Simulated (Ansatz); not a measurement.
# AlFH₂Se: taking an electron away

One table from this session's results is given with a row withheld; the runs are named, their logs left out.

Computed with Ansatz 0.2.0, Gaussian basis. Level: unrestricted cation, the program's frozen cores in correlated methods.

Levels to be run: UKS PBE-D4/def2-TZVPP; UKS r2SCAN-D4/def2-TZVPP; UKS PBE0-D4/def2-TZVPP; UKS B3LYP-D4/def2-TZVPP; UKS wB97X-V/def2-TZVPP; UKS wB97M-V/def2-TZVPP; UKS B2PLYP/def2-TZVPP; UHF-CCSD(T)/def2-TZVPP; UHF-CCSD(T)/def2-QZVPP; extrapolation to the limit; then −ε(HOMO) from the neutral's earlier runs with LDA (SPW92), PBE-D4, revPBE-D4, BLYP-D4, r2SCAN-D4, B97M-V, PBE0-D4, B3LYP-D4, r2SCANh-D4, r2SCAN0-D4, HSE06-D4, BHLYP-D4, CAM-B3LYP-D4, LC-ωPBE, ωB97X-V, ωB97M-V.

### The relaxed structure

All runs share one geometry, relaxed beforehand with PBE0-D4 in a triple-zeta def2 set.

SMILES `[F][AlH][SeH]`, 5 atoms, charge 0, spin multiplicity 1.

Atoms are counted from 1 here; the program's logs count them from 0.

Bond lengths: F1–Al2 1.647 Å, Al2–Se3 2.302 Å, Al2–H4 1.570 Å, Se3–H5 1.470 Å. Angles: F1–Al2–Se3 115.9°, F1–Al2–H4 119.6°, Se3–Al2–H4 124.5°, Al2–Se3–H5 89.9°.

The first run:

Input file in.yaml:

```yaml
crystal:
  periodic: [false, false, false]
  atoms:
    - {symbol: F, position_ang: [-1.154571, -0.647650, 1.724064]}
    - {symbol: Al, position_ang: [-0.330656, -0.470282, 0.309597]}
    - {symbol: Se, position_ang: [0.629717, 1.591800, -0.043079]}
    - {symbol: H, position_ang: [-0.243524, -1.674555, -0.694077]}
    - {symbol: H, position_ang: [1.148933, 1.127086, -1.337905]}
basis:
  gaussian: {orbitals: def2-TZVPP}
total_charge: 1
magnetization: {spin_polarized: true, initial_magnetization: 1}
hamiltonian: {xc: pbe, dispersion: d4}
```

Command:

```bash
> ansatz run in.yaml --threads 2 --pin off --events-out ev --progress --plain --max-ram 22528MiB --backend cpu
```

Among the steps run: Cation, UKS PBE-D4/def2-TZVPP; Cation, UKS r2SCAN-D4/def2-TZVPP; Cation, UKS PBE0-D4/def2-TZVPP; Cation, UKS B3LYP-D4/def2-TZVPP; Cation, UKS wB97X-V/def2-TZVPP; Cation, UKS wB97M-V/def2-TZVPP; Cation, UKS B2PLYP (frozen core)/def2-TZVPP; Cation, UHF-CCSD(T)/def2-TZVPP; Cation, UHF-CCSD(T)/def2-QZVPP.

One table of the session follows, with a row left open; its other results are not shown here.

Orbital estimates, from the neutral's runs:

| functional | −ε(HOMO) (eV) |
| --- | --- |
| LDA (SPW92) | ? |
| PBE-D4 | 6.52 |
| revPBE-D4 | 6.47 |
| BLYP-D4 | 6.34 |
| r2SCAN-D4 | 6.80 |
| B97M-V | 6.84 |
| PBE0-D4 | 7.65 |
| B3LYP-D4 | 7.39 |
| r2SCANh-D4 | 7.21 |
| r2SCAN0-D4 | 7.83 |
| HSE06-D4 | 7.25 |
| BHLYP-D4 | 8.59 |
| CAM-B3LYP-D4 | 8.89 |
| LC-ωPBE | 10.27 |
| ωB97X-V | 9.91 |
| ωB97M-V | 9.77 |

Estimate the missing values for LDA (SPW92).

**Answer.** −ε(HOMO) (eV): 6.67. In the column «−ε(HOMO) (eV)» it lies between PBE-D4 (6.52) and r2SCAN-D4 (6.80).
